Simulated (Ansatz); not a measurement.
Crystal: Ga3Se.

```
CELL_PARAMETERS angstrom
4.43246 0.00000 0.00000
0.00000 4.43246 0.00000
0.00000 0.00000 4.43246
ATOMIC_POSITIONS crystal
Se 0.00000 0.00000 0.00000
Ga 0.50000 0.50000 0.00000
Ga 0.50000 0.00000 0.50000
Ga 0.00000 0.50000 0.50000
```

The cell comes from a database or a generator and needn't be the stable form of this composition.

Base run:

| Property | Result |
| --- | --- |
| Program | Ansatz 0.2.0 |
| Functional | BLYP |
| Potentials or basis | Ansatz PAW |
| Cutoff | 420 eV (not typed: the program's choice for these potentials) |
| k mesh | 4 × 4 × 4 |
| Occupations | fermi-dirac, width 0.05 eV |
| Spin | no spin polarisation |

Its results: band gap on the k mesh none (metal or under the smearing width); pressure 4.7 GPa.

After a change of settings the same cell gave: band gap on the k mesh none (metal or under the smearing width); pressure 1.0 GPa. Which change was it?
A. functional from BLYP to LDA
B. functional from BLYP to r2SCAN; cutoff from 420 eV (not typed: the program's choice for these potentials) to 500 eV (not typed: the program's choice for these potentials)
C. functional from BLYP to revPBE
D. functional from BLYP to PBEsol

C.

Caveats: the PAW data sets come from PBE, with cores solved anew for the run's functional, which leaves a small shift of forces and pressure.

Runs at the PBE level aren't shown here.
